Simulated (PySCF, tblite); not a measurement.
**C₆H₁₆N₂Si: geometry, infrared bands and NMR shifts**

Wanted: the infrared bands and NMR shifts of C₆H₁₆N₂Si (`C/C(=N\N[SiH3])C(C)(C)C`), by calculation.

The runs use tblite 0.8.0 and PySCF 2.14.0, with density-fitted response routines of our own; the level of theory stands in each step. All values are computed, except where a source is named. Atoms count from 0, in the outputs and in this text.

## Step 1: Starting geometry

25 atoms, charge 0, multiplicity 1; geometry from: force field or distance geometry start.

Bonds of the start (Å): C0–C1 1.51, C1–N2 1.32, N2–N3 1.35, N3–Si4 1.77, C1–C5 1.55, C5–C6 1.53, C5–C7 1.55, C5–C8 1.53, C0–H9 1.09, C0–H10 1.09, C0–H11 1.10, N3–H12 0.99, Si4–H13 1.49, Si4–H14 1.47, Si4–H15 1.49, C6–H16 1.09, C6–H17 1.10, C6–H18 1.10, C7–H19 1.09, C7–H20 1.09, C7–H21 1.10, C8–H22 1.10, C8–H23 1.09, C8–H24 1.09.

## Step 2: Optimising the geometry with GFN2-xTB

The job: settings as JSON, then the geometry in Å.

```
{"job": {"kind": "relax", "xc": "GFN2-xTB", "basis": "xTB"}, "charge": 0, "multiplicity": 1}
C      0.678600    -0.051600    -1.822900
C      0.200900    -0.001300    -0.388000
N      1.036900     0.094300     0.630900
N      2.358100     0.179400     0.383400
Si     3.509600     0.310800     1.715000
C     -1.317900    -0.089800    -0.088500
C     -1.863500    -1.414500    -0.627400
C     -1.586300    -0.026100     1.433200
C     -2.021500     1.093900    -0.749300
H      1.207800     0.870400    -2.053900
H      1.324000    -0.912600    -1.970100
H     -0.169200    -0.140800    -2.516000
H      2.742200     0.151300    -0.531900
H      4.862600     0.367700     1.088000
H      3.418800    -0.872100     2.586000
H      3.261400     1.567500     2.472900
H     -1.783600    -1.481800    -1.710200
H     -1.315600    -2.273900    -0.204900
H     -2.923100    -1.537300    -0.361300
H     -1.216800     0.904400     1.874300
H     -1.111400    -0.854100     1.961300
H     -2.668000    -0.087000     1.638400
H     -3.087300     1.116100    -0.488100
H     -1.599500     2.042000    -0.423300
H     -1.947900     1.069400    -1.838700
```

Command:

```
OMP_NUM_THREADS=1 python probes_run.py task.json out
```

This one command runs all jobs of the session in turn.

The program printed:

```text
step      E/eV     max force
  0    -777.62553    3.075
  1    -777.74085    2.041
  2    -777.77859    0.420
  3    -777.78965    0.282
  4    -777.80353    0.236
  5    -777.81045    0.279
  6    -777.82223    0.220
  7    -777.82867    0.167
  8    -777.83310    0.107
  9    -777.83571    0.134
 10    -777.83780    0.092
 11    -777.83925    0.081
 12    -777.84044    0.069
 13    -777.84159    0.095
 14    -777.84281    0.092
 15    -777.84397    0.070
 16    -777.84489    0.073
 17    -777.84555    0.080
 18    -777.84605    0.077
 19    -777.84648    0.055
 20    -777.84688    0.059
 21    -777.84734    0.057
 22    -777.84795    0.066
 23    -777.84864    0.068
 24    -777.84922    0.043
 25    -777.84957    0.037
 26    -777.84984    0.036
 27    -777.85019    0.045
 28    -777.85067    0.050
 29    -777.85124    0.064
 30    -777.85177    0.064
 31    -777.85227    0.075
 32    -777.85282    0.070
 33    -777.85341    0.056
 34    -777.85392    0.061
 35    -777.85433    0.057
 36    -777.85473    0.051
 37    -777.85518    0.057
 38    -777.85560    0.048
 39    -777.85586    0.030
 40    -777.85600    0.027
 41    -777.85610    0.029
 42    -777.85620    0.023
 43    -777.85628    0.018
 44    -777.85634    0.015
 45    -777.85638    0.013
 46    -777.85642    0.011
 47    -777.85645    0.010
 48    -777.85647    0.011
 49    -777.85649    0.011
 50    -777.85652    0.011
 51    -777.85654    0.010
```

Run time: 0.39 s. Hardware: 1 thread of Intel Xeon 6975P-C, shared host.

Along the way: (not every step is listed)

| step | energy from step 0 (eV) | largest force (eV/Å) |
| --- | --- | --- |
| 0 | 0.0000 | 3.0754 |
| 1 | -0.1153 | 2.0411 |
| 2 | -0.1531 | 0.4197 |
| 3 | -0.1641 | 0.2819 |
| 4 | -0.1780 | 0.2358 |
| 5 | -0.1849 | 0.2791 |
| 6 | -0.1967 | 0.2201 |
| 7 | -0.2031 | 0.1674 |
| 8 | -0.2076 | 0.1074 |
| 11 | -0.2137 | 0.0813 |
| 14 | -0.2173 | 0.0922 |
| 17 | -0.2200 | 0.0799 |
| 20 | -0.2214 | 0.0593 |
| 23 | -0.2231 | 0.0684 |
| 26 | -0.2243 | 0.0362 |
| 29 | -0.2257 | 0.0642 |
| 32 | -0.2273 | 0.0705 |
| 35 | -0.2288 | 0.0569 |
| 38 | -0.2301 | 0.0481 |
| 41 | -0.2306 | 0.0292 |
| 44 | -0.2308 | 0.0154 |
| 46 | -0.2309 | 0.0114 |
| 47 | -0.2309 | 0.0105 |
| 48 | -0.2309 | 0.0106 |
| 49 | -0.2310 | 0.0112 |
| 50 | -0.2310 | 0.0109 |
| 51 | -0.2310 | 0.0096 |

Distances of close pairs at the start and the end, largest changes first:

| bond | before (Å) | after (Å) | change (Å) |
| --- | --- | --- | --- |
| C1–N2 | 1.321 | 1.269 | -0.052 |
| N3–Si4 | 1.765 | 1.730 | -0.036 |
| C1–C5 | 1.551 | 1.516 | -0.034 |
| Si4–H13 | 1.492 | 1.465 | -0.028 |
| Si4–H15 | 1.488 | 1.464 | -0.025 |
| N3–H12 | 0.993 | 1.016 | +0.023 |
| C5–C7 | 1.547 | 1.530 | -0.016 |
| C6–H17 | 1.103 | 1.088 | -0.016 |

The final coordinates are the input of the step that follows.

## Step 3: Harmonic vibrations with GFN2-xTB

The job: settings as JSON, then the geometry in Å.

```
{"job": {"kind": "ir", "xc": "GFN2-xTB", "basis": "xTB"}, "charge": 0, "multiplicity": 1}
C      0.637809    -0.053556    -1.870591
C      0.212785    -0.007135    -0.420776
N      1.021889     0.094853     0.551774
N      2.356785     0.172156     0.380324
Si     3.391482     0.308701     1.759505
C     -1.263599    -0.084602    -0.084041
C     -1.842764    -1.407515    -0.602670
C     -1.462550    -0.020838     1.431940
C     -2.003095     1.095148    -0.729024
H      1.183082     0.855621    -2.131803
H      1.297098    -0.906898    -2.041935
H     -0.213522    -0.141949    -2.535703
H      2.707639     0.145838    -0.572564
H      4.724675     0.365004     1.155732
H      3.235251    -0.860147     2.626703
H      3.079670     1.528363     2.506317
H     -1.753544    -1.490175    -1.683010
H     -1.322191    -2.248139    -0.149591
H     -2.897281    -1.474741    -0.343401
H     -1.058387     0.906379     1.826390
H     -0.945505    -0.844304     1.914975
H     -2.522479    -0.076820     1.670719
H     -3.059513     1.052595    -0.472184
H     -1.597124     2.036358    -0.365256
H     -1.917545     1.079948    -1.812693
```

The program printed:

```text
mode    cm-1     km/mol
  1     -21.5      2.69
  2      46.2      1.60
  3      91.3      2.96
  4      96.6      0.37
  5     118.4      0.89
  6     160.4      0.14
  7     219.4      0.15
  8     226.9      0.70
  9     246.2      3.78
 10     263.4      1.61
 11     284.2      2.84
 12     315.5      0.25
 13     335.2     16.15
 14     364.7      1.76
 15     380.7     29.89
 16     446.4     35.97
 17     467.4      0.73
 18     534.1      5.33
 19     549.6      5.07
 20     602.4     10.01
 21     605.7     98.24
 22     746.3      1.55
 23     753.0    240.93
 24     791.5    298.33
 25     816.4    284.48
 26     875.3     71.27
 27     898.0     37.44
 28     960.6      1.25
 29     963.8      2.17
 30     964.7      0.38
 31     992.0      6.67
 32    1000.9      3.58
 33    1036.9      0.75
 34    1037.7      2.16
 35    1149.4     53.59
 36    1182.7    382.60
 37    1227.7     14.27
 38    1247.3     15.25
 39    1294.5      4.33
 40    1349.7     71.13
 41    1382.0      8.86
 42    1402.2      4.11
 43    1402.9      6.39
 44    1426.1      2.49
 45    1477.5      1.32
 46    1485.7      0.06
 47    1491.2      0.40
 48    1493.6      1.52
 49    1495.4      0.01
 50    1506.7      4.46
 51    1508.6      3.94
 52    1514.8      7.68
 53    1690.3     36.01
 54    2236.8    399.42
 55    2244.5    370.89
 56    2260.1    163.48
 57    2972.9     29.89
 58    2985.8     17.10
 59    3022.9      0.47
 60    3023.8      1.03
 61    3030.6     11.40
 62    3030.8    143.68
 63    3035.4     31.70
 64    3040.3     29.69
 65    3041.5     34.46
 66    3054.7     44.98
 67    3061.2     22.38
 68    3070.8     29.29
 69    3299.6     25.85
```

Wall time 1 s (1 thread of Intel Xeon 6975P-C, shared host).

The strongest bands and the atoms that carry them (share of the mass-weighted mode):

```csv
cm⁻¹,km/mol,atoms
753,240.9,"H13 63 %, H14 16 %, H15 16 %"
792,298.3,"H13 34 %, H15 28 %, H14 28 %"
816,284.5,"H15 46 %, H14 46 %"
1183,382.6,"N3 38 %, N2 33 %"
2237,399.4,"H14 49 %, H15 47 %"
2244,370.9,H13 95 %
2260,163.5,"H15 49 %, H14 47 %"
3031,143.7,"H21 33 %, H18 26 %, H22 24 %"
```

## Step 4: NMR shieldings: PBE0/pcSseg-1

Same as in step 3 but for these lines:

```diff
@@ -1,2 +1,2 @@
-{"job": {"kind": "ir", "xc": "GFN2-xTB", "basis": "xTB"}, "charge": 0, "multiplicity": 1}
+{"job": {"kind": "nmr", "xc": "PBE0", "basis": "pcSseg-1"}, "charge": 0, "multiplicity": 1}
 C      0.637809    -0.053556    -1.870591
```

With the program's defaults for keys left out, this is: GIAO PBE0/pcSseg-1 NMR shielding, non-relativistic, gas phase.

The program printed:

```text
coarse grid: 20184 points
cycle   1  E = -636.5333146020  dE =  8.717e-01  |g| = 5.017e-01  |ddm| = 4.383e+00
cycle   2  E = -636.5280879826  dE =  5.227e-03  |g| = 5.313e-01  |ddm| = 1.122e+00
cycle   3  E = -636.5990118948  dE = -7.092e-02  |g| = 6.350e-02  |ddm| = 5.917e-01
cycle   4  E = -636.5994687987  dE = -4.569e-04  |g| = 4.315e-02  |ddm| = 8.022e-02
cycle   5  E = -636.5998553101  dE = -3.865e-04  |g| = 1.251e-02  |ddm| = 4.924e-02
cycle   6  E = -636.5998897086  dE = -3.440e-05  |g| = 3.556e-03  |ddm| = 1.524e-02
cycle   7  E = -636.5998925103  dE = -2.802e-06  |g| = 3.320e-04  |ddm| = 3.295e-03
final grid: 187112 points
cycle   8  E = -636.6520338532  dE = -7.644e-05  |g| = 1.048e-02  |ddm| = 5.614e-02
cycle   9  E = -636.6520248698  dE =  8.983e-06  |g| = 1.218e-02  |ddm| = 2.302e-02
cycle  10  E = -636.6520612590  dE = -3.639e-05  |g| = 1.298e-03  |ddm| = 1.273e-02
cycle  11  E = -636.6520615575  dE = -2.985e-07  |g| = 6.105e-04  |ddm| = 1.554e-03
cycle  12  E = -636.6520616377  dE = -8.016e-08  |g| = 1.492e-04  |ddm| = 7.068e-04
cycle  13  E = -636.6520616427  dE = -4.984e-09  |g| = 3.691e-05  |ddm| = 1.606e-04
cycle  14  E = -636.6520616430  dE = -2.883e-10  |g| = 5.243e-06  |ddm| = 3.166e-05
converged SCF energy = -636.6520616430

GIAO shielding tensors (ppm)
atom      isotropic    diamagn.    paramagn.     s11        s22        s33       span
  0 C      177.852     252.643     -74.791    160.252    184.912    188.394     28.142
  1 C       36.132     256.922    -220.790    -51.020     38.336    121.080    172.100
  2 N      -93.596     327.656    -421.252   -382.967    -92.247    194.426    577.392
  3 N      161.830     322.732    -160.902     89.349    165.337    230.804    141.455
  4 Si     408.263     880.353    -472.089    362.012    400.567    462.211    100.199
  5 C      146.045     246.381    -100.336    134.964    142.435    160.736     25.772
  6 C      157.888     248.879     -90.991    141.754    145.694    186.217     44.463
  7 C      156.196     247.373     -91.177    145.331    145.985    177.271     31.940
  8 C      157.879     248.871     -90.993    141.713    145.706    186.217     44.504
  9 H       30.262      31.702      -1.440     26.285     27.766     36.735     10.451
 10 H       30.260      31.700      -1.440     26.281     27.765     36.734     10.453
 11 H       29.541      33.087      -3.546     24.753     31.172     32.698      7.946
 12 H       27.287      34.578      -7.292     19.759     28.488     33.613     13.854
 13 H       27.082      28.161      -1.079     23.859     25.617     31.770      7.912
 14 H       26.786      29.197      -2.411     23.207     25.326     31.826      8.619
 15 H       26.786      29.198      -2.413     23.207     25.328     31.822      8.615
 16 H       30.404      32.377      -1.972     26.058     29.713     35.442      9.385
 17 H       30.862      32.080      -1.218     27.205     28.410     36.970      9.765
 18 H       30.706      31.792      -1.086     26.976     28.306     36.837      9.861
 19 H       30.211      32.730      -2.520     26.173     28.368     36.091      9.918
 20 H       30.210      32.728      -2.518     26.173     28.367     36.091      9.919
 21 H       31.056      32.271      -1.214     27.140     29.301     36.727      9.587
 22 H       30.705      31.788      -1.083     26.978     28.302     36.835      9.857
 23 H       30.861      32.075      -1.214     27.202     28.411     36.970      9.768
 24 H       30.406      32.376      -1.970     26.059     29.716     35.442      9.383
```

Run time: 42 s. Hardware: 1 thread of Intel Xeon 6975P-C, shared host; peak memory 1.1 GiB.

The references, computed at this level on geometries of the same kind, shield at (ppm): ¹H TMS 31.72, ¹³C TMS 186.9, ²⁹Si TMS 349.2, ¹⁵N NH3 267.7. Their shielding less the atom's gives the shift. The references are single molecules in the gas phase, so shifts against H2O, NH3, PH3, H3PO4 or CFCl3 are not on the usual liquid scales and can be off by tens of ppm. Atoms listed in one row are averaged.

| atoms | environment | σ (ppm) | δ (ppm) | δ scaled to CDCl3 |
| --- | --- | --- | --- | --- |
| C1 | C=N carbon | 36.1 | 150.8 | 145.3 |
| C5 | quaternary sp3 carbon | 146.0 | 40.9 | 38.0 |
| C6, C7, C8 | methyl carbon | 157.3 | 29.6 | 27.0 |
| C0 | methyl carbon | 177.9 | 9.1 | 6.9 |
| H13, H14, H15 | hydrogen on a silicon bonded to N | 26.88 | 4.83 | – |
| H12 | hydrogen on a nitrogen bonded to N, Si | 27.29 | 4.43 | – |
| H9, H10, H11 | hydrogen on a methyl carbon | 30.02 | 1.70 | 1.70 |
| H16, H17, H18, H19, H20 and 4 more | hydrogen on a methyl carbon | 30.60 | 1.11 | 1.16 |
| N2 | imine nitrogen | -93.6 | 361.3 | – |
| N3 | nitrogen bonded to N, Si, H | 161.8 | 105.9 | – |
| Si4 | silicon bonded to N, 3 H | 408.3 | -59.1 | – |

The scaled column applies a straight-line fit of computed shieldings to shifts measured in CDCl3 (root-mean-square error 0.16 ppm for H, 1.9 ppm for C).

The run also stored atomic charges by several schemes (e):

| atoms | Mulliken | IAO | Hirshfeld | ESP fit |
| --- | --- | --- | --- | --- |
| C0 | -0.24 | -0.46 | -0.12 | -0.64 |
| C1 | 0.15 | 0.10 | 0.06 | 0.40 |
| N2 | -0.27 | -0.19 | -0.09 | -0.38 |
| N3 | -0.47 | -0.53 | -0.18 | -0.36 |
| Si4 | 0.66 | 0.78 | 0.35 | 0.45 |
| C5 | -0.66 | 0.05 | 0.02 | 0.53 |
| C6, C7, C8 | -0.13 | -0.41 | -0.12 | -0.53 |

Mayer bond orders: C0–C1 1.03, C1–N2 1.85, N2–N3 1.04, N3–Si4 0.93, C1–C5 0.90, C5–C6 1.01, C5–C7 1.06, C5–C8 1.01.

## Step 5: Outcome

| quantity | value |
| --- | --- |
| strongest single infrared mode (GFN2-xTB) | 2237 cm⁻¹, 399 km/mol |
| zero-point energy (GFN2-xTB) | 130.6 kcal/mol |
| ¹³C shifts against TMS (PBE0/pcSseg-1, means over atoms taken as alike) | 150.8, 40.9, 29.6, 9.1 ppm |
| ¹H shifts against TMS (PBE0/pcSseg-1, means over atoms taken as alike) | 4.83, 4.43, 1.70, 1.11 ppm |
| ¹⁵N shifts against NH3 (PBE0/pcSseg-1) | 361.3, 105.9 ppm |
| ²⁹Si shifts against TMS (PBE0/pcSseg-1) | -59.1 ppm |

Over 51 steps the energy fell by 0.231 eV; of the close pairs, C1–N2 changed most, 1.321 to 1.269 Å. The lowest mode is imaginary (22i cm⁻¹), so the xTB geometry is not a minimum. The strongest single mode, at 2237 cm⁻¹, moves mainly H14 and H15. Unscaled tight-binding wavenumbers are off by several per cent, some by more. Its intensities can rank the bands wrongly. At PBE0/pcSseg-1: The largest span, 577 ppm, is at N2, where the paramagnetic term is -421 ppm.
